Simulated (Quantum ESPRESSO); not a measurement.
Cu: Wannier functions under several settings

```
CELL_PARAMETERS angstrom
0.00000 2.78055 2.78055
2.78055 0.00000 2.78055
2.78055 2.78055 0.00000
ATOMIC_POSITIONS crystal
Cu 0.25000 0.25000 0.25000
Cu 0.75000 0.75000 0.75000
Cu 0.50000 0.50000 0.50000
```

The cell was built by a generator and needn't be a form met in nature.

All runs used Quantum ESPRESSO 7.5; potentials GBRV 1.5 PBEsol; k mesh 6 × 6 × 6; given cell; no spin polarisation; cutoff 762 eV; occupations fermi-dirac, width 0.05 eV.

```csv
level,start,Wannier mesh,spread a function (Å²),RMS miss of the bands (meV)
PBEsol,atomic projections with disentanglement,5 × 5 × 5,0.70,5
PBEsol,"atomic projections with disentanglement, not minimised",5 × 5 × 5,1.07,8
PBEsol,SCDM with an erfc weight,5 × 5 × 5,?,?
```

Q: What stands in the row left open?

A: Spread a function 2.00 Å²; RMS miss of the bands 27 meV.

Caveats: the Wannier minimisation didn't converge (some runs).

For the row left open. Caveat: the k mesh is coarse.
